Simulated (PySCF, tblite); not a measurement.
**C6H15PSi2: geometry, infrared bands and NMR shifts**

Aim: predict the infrared bands and NMR shifts of C6H15PSi2 (`C=CP1CC[SiH]([SiH3])CC1`).

Programs: tblite 0.8.0 and PySCF 2.14.0, with density-fitted response routines of our own. Each step states its level of theory. These are calculated values for one molecule in the gas phase, unless marked as measured. Atoms are numbered from 0 throughout.

## (1) The starting structure

24 atoms, charge 0, multiplicity 1; geometry from: force field or distance geometry start.

Bonds of the start (Å): C0–C1 1.32, C1–P2 1.86, P2–C3 1.85, C3–C4 1.54, C4–Si5 1.90, Si5–Si6 2.31, Si5–C7 1.88, C7–C8 1.53, C8–P2 1.86, C0–H9 1.08, C0–H10 1.09, C1–H11 1.09, C3–H12 1.09, C3–H13 1.10, C4–H14 1.09, C4–H15 1.10, Si5–H16 1.49, Si6–H17 1.49, Si6–H18 1.48, Si6–H19 1.48, C7–H20 1.09, C7–H21 1.10, C8–H22 1.09, C8–H23 1.09.

## (2) Optimising the geometry with GFN2-xTB

What the job is given:

```
{"job": {"kind": "relax", "xc": "GFN2-xTB", "basis": "xTB"}, "charge": 0, "multiplicity": 1}
C     -3.797800     0.642400    -0.580100
C     -2.815000     0.576100     0.300000
P     -1.536900    -0.770700     0.151400
C     -0.399800    -0.294600     1.529200
C      0.909900    -1.100800     1.511800
Si     1.958700    -0.827700    -0.048600
Si     2.939100     1.267400     0.043200
C      0.755800    -0.886700    -1.492600
C     -0.546700    -0.111300    -1.280700
H     -3.909200    -0.054600    -1.400000
H     -4.567900     1.415200    -0.493800
H     -2.777800     1.286100     1.127400
H     -0.200200     0.776100     1.518300
H     -0.910000    -0.506700     2.480800
H      1.507900    -0.833000     2.386900
H      0.690200    -2.170800     1.589400
H      2.996900    -1.888700    -0.171700
H      3.845100     1.351100     1.220200
H      3.704700     1.534700    -1.192000
H      1.878200     2.293700     0.191500
H      1.250700    -0.504800    -2.388500
H      0.516500    -1.943200    -1.691100
H     -1.157800    -0.179100    -2.174800
H     -0.346500     0.949600    -1.128600
```

Started as:

```sh
$ OMP_NUM_THREADS=1 python probes_run.py task.json out
```

One launch serves the whole session: the jobs run in the order shown.

**Question.** This job is followed by: GFN2-xTB harmonic vibrations, gas phase; GIAO PBE0/pcSseg-1 NMR shielding, non-relativistic, gas phase. Predict these results of the whole session: strongest single infrared mode (GFN2-xTB); zero-point energy (GFN2-xTB); 13C shifts against TMS (PBE0/pcSseg-1, means over atoms taken as alike); 1H shifts against TMS (PBE0/pcSseg-1, means over atoms taken as alike); 31P shifts against H3PO4 (PBE0/pcSseg-1); 29Si shifts against TMS (PBE0/pcSseg-1).

The runs gave:

| quantity | value |
| --- | --- |
| strongest single infrared mode (GFN2-xTB) | 778 cm⁻¹, 560 km/mol |
| zero-point energy (GFN2-xTB) | 115.6 kcal/mol |
| 13C shifts against TMS (PBE0/pcSseg-1, means over atoms taken as alike) | 152.6, 134.4, 32.8, 10.6 ppm |
| 1H shifts against TMS (PBE0/pcSseg-1, means over atoms taken as alike) | 6.63, 6.12, 5.76, 4.23, 3.43, 2.05, 1.73, 1.40, 1.23 ppm |
| 31P shifts against H3PO4 (PBE0/pcSseg-1) | -51.8 ppm |
| 29Si shifts against TMS (PBE0/pcSseg-1) | -49.9, -124.7 ppm |

Over 39 steps the energy fell by 0.156 eV; of the close pairs, C1–P2 changed most, 1.863 to 1.825 Å. The lowest mode is imaginary (41i cm⁻¹), so the xTB geometry is not a minimum. The strongest single mode, at 778 cm⁻¹, is spread over several atoms, H17, H18, H19 among them. Unscaled tight-binding wavenumbers are off by several per cent, some by more. Its intensities can rank the bands wrongly. The most deshielded carbon is C1 (alkene CH), at 152.6 ppm: the olefinic region. H11 (hydrogen on an alkene CH) lies farthest downfield among hydrogen, at 6.63 ppm; olefinic region.
